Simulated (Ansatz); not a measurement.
# CH4F2OSi: rigid torsion scan from a Python script

Aim: a rigid torsion scan, for CH4F2OSi, run from a script. SMILES: C[Si](O)(F)F.

All numbers are computed with Ansatz 0.2.0 through its Python package. Level of theory: PBE/def2-SVP.

**1. The system**

Bond lengths: C1–Si2 1.774 Å, Si2–O3 1.632 Å, Si2–F4 1.604 Å, Si2–F5 1.607 Å, C1–H6 1.076 Å, C1–H7 1.132 Å, C1–H8 1.129 Å, O3–H9 1.001 Å. Angles: C1–Si2–O3 113.5°, C1–Si2–F4 111.9°, C1–Si2–F5 110.7°, O3–Si2–F4 106.4°, O3–Si2–F5 107.9°, F4–Si2–F5 105.9°, Si2–C1–H6 116.4°, Si2–C1–H7 112.0°, Si2–C1–H8 111.5°, H6–C1–H7 105.7°, H6–C1–H8 107.3°, H7–C1–H8 102.9°, Si2–O3–H9 115.5°.

No structure file is read: the coordinates are typed or built in the script.

**2. The script**

The input, torsion_ch4f2osi.py:

```python
'''Energy of CH4F2OSi as one group turns about a bond.'''

import ansatz as az
from ase import Atoms

atoms = Atoms(['C', 'Si', 'O', 'F', 'F', 'H', 'H', 'H', 'H'], positions=[
    (-1.1751, 0.3032, -0.1656),
    (0.5432, -0.1377, -0.1578),
    (1.1148, -0.5081, 1.3258),
    (0.8379, -1.4113, -1.0871),
    (1.4401, 1.0573, -0.7491),
    (-1.8612, -0.4402, 0.2018),
    (-1.3764, 1.2345, 0.4461),
    (-1.5218, 0.6002, -1.1985),
    (2.087, -0.7442, 1.3674),
])

# start the scan from a relaxed geometry
first = (
    az.Crystal.molecule_from_ase(atoms).calculation()
    .basis(gaussian='def2-SVP')
    .functional('pbe')
    .relax(force_tolerance=0.02, max_steps=80)
)
atoms.positions = first.run().report['positions_ang']

start = atoms.get_dihedral(0, 1, 2, 8)
energies = {}
for turn in range(0, 360, 30):
    turned = atoms.copy()
    turned.set_dihedral(0, 1, 2, 8, start + turn, indices=[2, 8])
    job = (
        az.Crystal.molecule_from_ase(turned).calculation()
        .basis(gaussian='def2-SVP')
        .functional('pbe')
    )
    energies[round((start + turn) % 360)] = job.run().report['free_energy_ev']
floor = min(energies.values())
print('dihedral C0-Si1-O2-H8 (deg)   E - E(min) (kJ/mol)')
for angle, e in sorted(energies.items()):
    print(f'{angle:8d} {96.485332 * (e - floor):14.3f}  ' + '#' * int(30 * (e - floor) / max(max(energies.values()) - floor, 1e-9)))
```

**3. The calls as engine input**

The engine receives this input (first run):

```yaml
crystal:
  periodic: [false, false, false]
  atoms:
    - { symbol: C, position_ang: [-1.1751, 0.3032, -0.1656] }
    - { symbol: Si, position_ang: [0.5432, -0.1377, -0.1578] }
    - { symbol: O, position_ang: [1.1148, -0.5081, 1.3258] }
    - { symbol: F, position_ang: [0.8379, -1.4113, -1.0871] }
    - { symbol: F, position_ang: [1.4401, 1.0573, -0.7491] }
    - { symbol: H, position_ang: [-1.8612, -0.4402, 0.2018] }
    - { symbol: H, position_ang: [-1.3764, 1.2345, 0.4461] }
    - { symbol: H, position_ang: [-1.5218, 0.6002, -1.1985] }
    - { symbol: H, position_ang: [2.087, -0.7442, 1.3674] }
basis:
  gaussian:
    orbitals: def2-SVP
hamiltonian:
  xc: pbe
relax:
  f_tol: 0.02
  max_steps: 80
```

**4. Launch**

On the command line:

```
$ python torsion_ch4f2osi.py
```

**Question.** What results will this script give? Wanted: range of energy; lowest point, turn.

**Answer**, as computed:

| quantity | value |
| --- | --- |
| runs compared | 12 |
| range of energy | 0.126 eV |
| lowest point, turn (°) | 0 |

The lowest point lies at a turn of 0°, the highest 0.126 eV (12.1 kJ/mol) above it at 210°. The grid can miss the true lowest and highest points, and the rest of the molecule is held rigid. Run 0: After 3 moves the largest shift is 0.084 Å, of atom 9 (H). The scan is rigid and the energies are electronic, in a modest basis. With rigid groups the curve can differ much from the relaxed path, the start wasn't checked as a minimum of this torsion, and equivalent turns needn't return to the same energy.
